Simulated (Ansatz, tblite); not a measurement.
**Ge20H28 off sphere (Ge₁₉PH₂₈+): spin-state energies by level**

Is the singlet the ground state of Ge20H28 off sphere (Ge₁₉PH₂₈+)? Other spin states are computed and compared level by level.

Computed with Ansatz 0.2.0, Gaussian basis. Level: as each input shows.

The runs, in order: triplet, at the geometry of the singlet (GFN1-xTB, GFN2-xTB, PBE0-D4/def2-TZVP, PBE-D4/def2-TZVP); the singlet's energies come from earlier runs.

1 further run of the same task is left out (set aside as unsound or not needed). Runs told in other sessions of the task aren't counted.

## (1) The geometry

The singlet was relaxed beforehand with PBE-D4/def2-SVP.

48 atoms, charge 1, spin multiplicity 1.

Bond lengths: Ge1–Ge12 2.456 Å, Ge1–Ge13 2.448 Å, Ge1–H21 1.556 Å, Ge1–H22 1.553 Å, Ge2–Ge11 2.448 Å, Ge2–Ge15 2.446 Å, Ge2–H23 1.554 Å, Ge2–H24 1.553 Å, Ge3–Ge14 2.451 Å, Ge3–Ge16 2.447 Å, Ge3–H25 1.553 Å, Ge3–H26 1.552 Å, P4–Ge12 2.380 Å, P4–Ge17 2.370 Å, P4–Ge18 2.367 Å, P4–H27 1.433 Å, Ge5–Ge14 2.453 Å, Ge5–Ge17 2.452 Å and more. Angles: Ge12–Ge1–Ge13 113.4°, Ge12–Ge1–H21 107.6°, Ge12–Ge1–H22 103.8°, Ge13–Ge1–H21 111.3°, Ge13–Ge1–H22 111.2°, H21–Ge1–H22 109.2°, Ge11–Ge2–Ge15 113.3°, Ge11–Ge2–H23 107.9°, Ge11–Ge2–H24 107.3°, Ge15–Ge2–H23 109.3°, Ge15–Ge2–H24 110.0°, H23–Ge2–H24 108.9°, Ge14–Ge3–Ge16 108.4°, Ge14–Ge3–H25 108.5°, Ge14–Ge3–H26 109.1°, Ge16–Ge3–H25 110.6°, Ge16–Ge3–H26 110.7°, H25–Ge3–H26 109.6° and more.

The ion is computed in the gas phase, without counter-ions or solvent.

## (2) Triplet at the fixed geometry, GFN1-xTB

Tight binding, by tblite at 300 K electronic temperature and without a spin-polarisation term:

```python
tblite.interface.Calculator('GFN1-xTB', numbers, positions, charge=1, uhf=2).singlepoint()
```

Energy -1338.3309 eV; 0.64 s.

## (3) Triplet at the fixed geometry, GFN2-xTB

Tight binding, by tblite at 300 K electronic temperature and without a spin-polarisation term:

```python
tblite.interface.Calculator('GFN2-xTB', numbers, positions, charge=1, uhf=2).singlepoint()
```

Energy -1446.5849 eV; 0.73 s.

## (4) Triplet at the fixed geometry, PBE0-D4/def2-TZVP

Input file in.yaml:

```yaml
crystal:
  periodic: [false, false, false]
  atoms:
    - {symbol: Ge, position_ang: [-3.953507, 2.213890, -0.403547]}
    - {symbol: Ge, position_ang: [-1.445689, -3.305888, 2.890667]}
    - {symbol: Ge, position_ang: [1.789188, -3.618844, -0.348118]}
    - {symbol: P, position_ang: [-1.034728, 1.996343, -2.967941]}
    - {symbol: Ge, position_ang: [1.691259, -0.717271, -3.047556]}
    - {symbol: Ge, position_ang: [-1.072408, -0.773238, -0.236683]}
    - {symbol: Ge, position_ang: [-1.208672, 1.931752, 2.659799]}
    - {symbol: Ge, position_ang: [1.744899, -0.776415, 2.531170]}
    - {symbol: Ge, position_ang: [1.692083, 2.096862, -0.254377]}
    - {symbol: Ge, position_ang: [4.567699, -0.712095, -0.279627]}
    - {symbol: Ge, position_ang: [-2.642938, -1.977523, 1.219389]}
    - {symbol: Ge, position_ang: [-2.487399, 0.670410, -1.628171]}
    - {symbol: Ge, position_ang: [-2.845897, 3.315866, 1.480914]}
    - {symbol: Ge, position_ang: [0.297485, -2.203433, -1.681949]}
    - {symbol: Ge, position_ang: [0.303897, -2.051063, 4.051964]}
    - {symbol: Ge, position_ang: [3.148102, -2.172425, 1.083477]}
    - {symbol: Ge, position_ang: [0.257397, 0.683529, -4.459029]}
    - {symbol: Ge, position_ang: [0.304538, 3.492496, -1.715411]}
    - {symbol: Ge, position_ang: [3.136597, 0.712023, -1.674390]}
    - {symbol: Ge, position_ang: [0.298688, 0.683258, 1.180021]}
    - {symbol: H, position_ang: [-4.501994, 3.252643, -1.424011]}
    - {symbol: H, position_ang: [-5.120244, 1.310686, 0.081857]}
    - {symbol: H, position_ang: [-2.484561, -3.816833, 3.927629]}
    - {symbol: H, position_ang: [-0.826224, -4.525064, 2.154828]}
    - {symbol: H, position_ang: [2.691663, -4.431991, -1.316108]}
    - {symbol: H, position_ang: [0.934483, -4.592519, 0.507272]}
    - {symbol: H, position_ang: [-1.867357, 2.824431, -3.789398]}
    - {symbol: H, position_ang: [2.559937, -1.530771, -4.054331]}
    - {symbol: H, position_ang: [-1.948777, 0.876829, 3.529724]}
    - {symbol: H, position_ang: [-0.360791, 2.842743, 3.591125]}
    - {symbol: H, position_ang: [2.684435, 0.148790, 3.365341]}
    - {symbol: H, position_ang: [2.534563, 3.107931, 0.579343]}
    - {symbol: H, position_ang: [5.494119, -1.532928, -1.218452]}
    - {symbol: H, position_ang: [5.426123, 0.208397, 0.630401]}
    - {symbol: H, position_ang: [-3.562566, -2.858011, 0.327560]}
    - {symbol: H, position_ang: [-3.515313, -0.880644, 1.897210]}
    - {symbol: H, position_ang: [-3.239122, -0.100874, -2.757678]}
    - {symbol: H, position_ang: [-3.958579, 3.773238, 2.463600]}
    - {symbol: H, position_ang: [-2.123608, 4.576062, 0.928843]}
    - {symbol: H, position_ang: [-0.639730, -3.018703, -2.623865]}
    - {symbol: H, position_ang: [1.185273, -3.034096, 4.871160]}
    - {symbol: H, position_ang: [-0.361351, -1.039664, 5.026214]}
    - {symbol: H, position_ang: [4.057019, -3.060060, 1.985331]}
    - {symbol: H, position_ang: [-0.835606, -0.052998, -5.278423]}
    - {symbol: H, position_ang: [0.978369, 1.743926, -5.334392]}
    - {symbol: H, position_ang: [1.060644, 4.280663, -2.818398]}
    - {symbol: H, position_ang: [-0.753444, 4.397636, -1.030557]}
    - {symbol: H, position_ang: [3.952063, 1.642956, -2.622438]}
basis:
  gaussian: {orbitals: def2-TZVP, fitting: {mean_field: def2-universal-jkfit}}
total_charge: 1
magnetization: {spin_polarized: true, initial_magnetization: 2}
hamiltonian: {xc: pbe0, dispersion: d4}
scf: {omitted_lower_state_checks: [starts]}
output: {orbitals: {seedname: orbitals}}
```

Launch:

```console
> ansatz run in.yaml --threads 11 --pin off --events-out ev --progress --plain --max-ram 174080MiB --backend cuda --devices 0, --max-vram 75GiB
```

Log:

```text
Functional definition: PBE0
  name "PBE0"
  cite "Adamo & Barone, J. Chem. Phys. 110, 6158 (1999) doi:10.1063/1.478522"
  cite "Perdew, Burke & Ernzerhof, Phys. Rev. Lett. 77, 3865 (1996) doi:10.1103/PhysRevLett.77.3865"
  parent pbe
  parameter a = 0.25
  parameter kappa = 0.804
  parameter beta = 0.06672455060314922
  exchange = (1 - a)*pbe_x(kappa = kappa, mu = beta*pi^2/3) + a*exact_x
  correlation = pbe_c(beta = beta)
these checks for a lower state are left out or cut short: starts
5686 factors; integrals over basis functions are off by at most 6.1e-1 eV
mean field evaluation 1: about -1083452.1386 eV, gradient 4.3e1 eV
mean field evaluation 2: about -1083451.8188 eV, gradient 4.4e1 eV
mean field evaluation 4: about -1083455.2504 eV, gradient 6.1e0 eV
mean field evaluation 8: about -1083455.4567 eV, gradient 7.9e-1 eV
mean field evaluation 16: about -1083455.4786 eV, gradient 5.4e-2 eV
mean field evaluation 32: about -1083455.4802 eV, gradient 3.5e-3 eV
mean field -1083455.48024620 eV, -39816.2545065465 hartree, gradient 9.4e-6 eV, S^2 2.006065; 0 other end points of the search recorded, 0 dependent functions left out
reference -1083455.48032973 eV, -39816.2545096164 hartree; 326, 324 occupied and 791, 793 virtual orbitals, 5686 factors
Total energy: -1083458.48443868 eV, -39816.3649085838 hartree
Checks for a lower state left out: starts
```

It took 55 s on 1 × H100 with 11 threads of AMD EPYC 7R13, shared host; peak host memory 2.1 GiB.

From the report: HOMO -5.37 eV, LUMO -8.61 eV (over both spins; with the spin held, an empty level of the minority spin lies below the top filled one); ⟨S²⟩ 2.006 (pure: 2.00).

## (5) Triplet at the fixed geometry, PBE-D4/def2-TZVP

start.molden holds the orbitals of an earlier run on this state, given as this run's starting guess.

Changes to in.yaml since step 4:

```diff
@@ -52,6 +52,6 @@
 basis:
-  gaussian: {orbitals: def2-TZVP, fitting: {mean_field: def2-universal-jkfit}}
+  gaussian: {orbitals: def2-TZVP, fitting: {mean_field: def2-universal-jkfit}, initial_orbitals: start.molden}
 total_charge: 1
 magnetization: {spin_polarized: true, initial_magnetization: 2}
-hamiltonian: {xc: pbe0, dispersion: d4}
+hamiltonian: {xc: pbe, dispersion: d4}
 scf: {omitted_lower_state_checks: [starts]}
```

Same command.

Log:

```text
Functional definition: PBE
  name "PBE"
  cite "Perdew, Burke & Ernzerhof, Phys. Rev. Lett. 77, 3865 (1996) doi:10.1103/PhysRevLett.77.3865"
  parent pbe
  parameter kappa = 0.804
  parameter beta = 0.06672455060314922
  exchange = pbe_x(kappa = kappa, mu = beta*pi^2/3)
  correlation = pbe_c(beta = beta)
these checks for a lower state are left out or cut short: starts
5686 factors; integrals over basis functions are off by at most 6.1e-1 eV
mean field evaluation 1: about -1083425.2758 eV, gradient 2.5e1 eV
mean field evaluation 2: about -1083426.3174 eV, gradient 1.3e0 eV
mean field evaluation 4: about -1083426.3074 eV, gradient 1.7e-1 eV
mean field evaluation 8: about -1083426.3102 eV, gradient 1.8e-5 eV
mean field evaluation 16: about -1083426.3102 eV, gradient 9.2e-6 eV
mean field -1083426.31020231 eV, -39815.1825272058 hartree, gradient 9.2e-6 eV, S^2 2.002085; 0 other end points of the search recorded, 0 dependent functions left out
reference -1083426.31031466 eV, -39815.1825313346 hartree; 326, 324 occupied and 791, 793 virtual orbitals, 5686 factors
Total energy: -1083429.58963769 eV, -39815.3030442331 hartree
Checks for a lower state left out: starts
```

Run time: 17 s. Hardware: 1 × H100 with 11 threads of AMD EPYC 7R13, shared host; peak host memory 2 GiB.

Report: HOMO -5.04 eV, LUMO -8.72 eV (over both spins; with the spin held, an empty level of the minority spin lies below the top filled one); ⟨S²⟩ 2.002 (pure: 2.00).

## (6) Triplet less singlet, vertical

The singlet's energies are those of its earlier runs, whose logs aren't repeated here.

```tsv
level	triplet less singlet, vertical (kJ/mol)	time
GFN1-xTB	+285.3	1.1 s
GFN2-xTB	+349.7	1.2 s
PBE-D4/def2-TZVP	+357.1	26 s
PBE0-D4/def2-TZVP	+413.5	68 s
```

Times add the two runs; a level without a time comes out of a correlated run. Tight binding without a spin term can't rank spin states.

## (7) Outcome

```
                                                quantity                                       value
triplet less singlet, vertical, functionals in def2-TZVP  +357.1 (PBE-D4) to +413.5 kJ/mol (PBE0-D4)
```

**Reading.** All functionals put the triplet above the singlet, over a spread of 56.4 kJ/mol. The checks for a lower triplet were left out, so another state of that spin may lie lower. These are electronic energies, without zero-point motion, entropy or surroundings.
